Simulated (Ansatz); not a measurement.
# In6O: the cost of one run

Method: DFT PBE, scalar-relativistic, plane waves, PAW, unless a step names another level, in Ansatz 0.2.0.

22 further runs of the same task are left out: 2 that didn't finish, 20 set aside as unsound or not needed. Runs told in other sessions of the task aren't counted.

## Step 1: What the formula suggests

Pauling electronegativities: In 1.78, O 3.44 (spread 1.66). No set of common oxidation states balances it. Tabulated atomic sizes suggest about 22 Å³/atom. 27 candidates were drawn, by swapping species into database cells of other compounds, at random by space group and Wyckoff sites, or by hand, as the table says:

```tsv
name	made from	space group no.	Wyckoff sites	atoms (primitive cell)	V (Å³/atom)
c01	built by hand: tetragonal indium with rocksalt-like InO sheet	123	In 2h, 1a, 2g, 1d; O 1c	7	22.1
c02	database cell of Ti6O	162	In 6k; O 1a	7	26.1
c03	random	221	In 6f; O 1b	7	26.5
c04	random	191	In 6l; O 1b	7	23.2
c05	database cell of LiC6	191	In 6k; O 1a	7	18.7
c06	random	162	In 6k; O 1b	7	24.4
c07	random	189	In 3g, 3f; O 1b	7	27.3
c08	random	65	In 8n, 4i; O 2b	7	22.8
c09	database cell of RuF6	229	In 12e; O 2a	7	30.9
c10	built by hand: anti-WCl6 (ordered hcp suboxide)	148	In 18f; O 3a	7	22.2
c11	random	166	In 9e, 6c, 3b; O 3a	7	24.9
c12	random	191	In 2c, 3f, 1b; O 1a	7	23.7
c13	built by hand: anti-CdI2 In2O layer plus In slab	164	In 2d, 2c, 2d; O 1a	7	22.2
c14	random	189	In 6i; O 1a	7	28.6
c15	database cell of CeB6	221	In 6e; O 1b	7	21.2
c16	random	225	In 24d; O 4a	7	24.8
c17	built by hand: Ti6O	163	In 12i; O 2c	14	22.1
c18	database cell of NdB6	221	In 6f; O 1a	7	21.6
c19	random	229	In 12d; O 2a	7	22.4
c20	random	164	In 2c, 2d, 2d; O 1a	7	23.7
c21	random	191	In 6k; O 1b	7	26.2
c22	random	166	In 18g; O 3b	7	28.2
c23	random	225	In 24d; O 4b	7	23.4
c24	random	123	In 4k, 2f; O 1c	7	28.4
c25	random	99	In 2c, 4e; O 1a	7	27.8
c26	random	191	In 2e, 3g, 1b; O 1a	7	22.7
c27	random	225	In 24e; O 4a	7	24.7
```

## Step 2: Screening run of c13

The input, input.yaml:

```yaml
crystal:
  lattice:
    - [3.32, 0.0, 0.0]
    - [-1.66, 2.87520434, 0.0]
    - [0.0, 0.0, 16.25]
  atoms:
    - { symbol: In, position: [0.66666667, 0.33333333, 0.9167] }
    - { symbol: In, position: [0.33333333, 0.66666667, 0.0833] }
    - { symbol: In, position: [0.0, 0.0, 0.75] }
    - { symbol: In, position: [0.66666667, 0.33333333, 0.4167] }
    - { symbol: In, position: [0.33333333, 0.66666667, 0.5833] }
    - { symbol: In, position: [0.0, 0.0, 0.25] }
    - { symbol: O, position: [0.0, 0.0, 0.0] }
basis:
  ecutwfc: 420
kpoints:
  mp_grid: { grid: [6, 6, 1] }
hamiltonian:
  xc: pbe
scf:
  occupations: { method: gaussian, width: 0.2 }
  lower_state_search: "off"
output:
  forces: true
  stress: true
  eigenvalues: true
relax:
  adjacent_minimum: "off"
  f_tol: 0.08
  max_steps: 16
  cell: { stress_tol: 0.8 }
```

On the command line:

```bash
$ ansatz run input.yaml --threads 1 --pin off --max-ram 2560MiB --backend cpu --events-out ev --progress --plain --runs-dir out
```

What time and memory should one allow on 1 thread of Intel Xeon 6975P-C (Granite Rapids), shared host?

About 9.7 s, with a peak of 0.48 GiB.
